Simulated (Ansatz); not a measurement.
# Sc3S: the cost of one run

Method: DFT PBE, scalar-relativistic, plane waves, PAW, in Ansatz 0.2.0.

## Step 1: Starting point

The structure is hexagonal, space group P6_3/mmc (No. 194). The conventional cell has a = 6.131 Å, b = 6.131 Å, c = 4.921 Å, α = 90.00°, β = 90.00°, γ = 120.00°. Sc (site symmetry mm2) has 4 S at 3.03 to 3.07 Å and 8 Sc at 3.03 to 3.07 Å as nearest neighbours. S (site symmetry -6m2) has 12 Sc at 3.03 to 3.07 Å as nearest neighbours.

Coordinates:

```cif
data_structure
_symmetry_space_group_name_H-M 'P 1'
_symmetry_Int_Tables_number 1
_cell_length_a 6.1311
_cell_length_b 6.1311
_cell_length_c 4.9211
_cell_angle_alpha 90.000
_cell_angle_beta 90.000
_cell_angle_gamma 120.000
_cell_volume 160.20
loop_
_atom_site_label
_atom_site_type_symbol
_atom_site_fract_x
_atom_site_fract_y
_atom_site_fract_z
_atom_site_occupancy
Sc1 Sc 0.83300 0.66600 0.25000 1
Sc2 Sc 0.16700 0.83300 0.75000 1
Sc3 Sc 0.33400 0.16700 0.25000 1
Sc4 Sc 0.16700 0.33400 0.75000 1
Sc5 Sc 0.83300 0.16700 0.25000 1
Sc6 Sc 0.66600 0.83300 0.75000 1
S1 S 0.33333 0.66667 0.25000 1
S2 S 0.66667 0.33333 0.75000 1
```

(A quick probe on a coarse mesh, which set the mesh and smearing, is not shown.)

## Step 3: Rough relaxation on the coarse mesh

The input, input.yaml:

```yaml
crystal:
  lattice:
    - [6.1310533974, 0.0, 0.0]
    - [-3.0655266987, 5.3096479941, 0.0]
    - [0.0, 0.0, 4.9211163259]
  atoms:
    - { symbol: Sc, position: [0.833, 0.666, 0.25] }
    - { symbol: Sc, position: [0.167, 0.833, 0.75] }
    - { symbol: Sc, position: [0.334, 0.167, 0.25] }
    - { symbol: Sc, position: [0.167, 0.334, 0.75] }
    - { symbol: Sc, position: [0.833, 0.167, 0.25] }
    - { symbol: Sc, position: [0.666, 0.833, 0.75] }
    - { symbol: S, position: [0.3333333333, 0.6666666667, 0.25] }
    - { symbol: S, position: [0.6666666667, 0.3333333333, 0.75] }
basis:
  ecutwfc: 420
kpoints:
  mp_grid: { grid: [3, 3, 4] }
hamiltonian:
  xc: pbe
scf:
  occupations: { method: gaussian, width: 0.1 }
  lower_state_search: "off"
output:
  forces: true
  stress: true
  eigenvalues: true
relax:
  adjacent_minimum: "off"
  f_tol: 0.04
  max_steps: 70
  cell: { stress_tol: 0.4 }
```

Launch:

```console
$ ansatz run input.yaml --threads 1 --pin off --max-ram 2560MiB --backend cpu --events-out ev --progress --plain --runs-dir out
```

What time and memory should one allow on 1 thread of Arm Neoverse V2, shared host?

About 24 s, with a peak of 0.42 GiB.
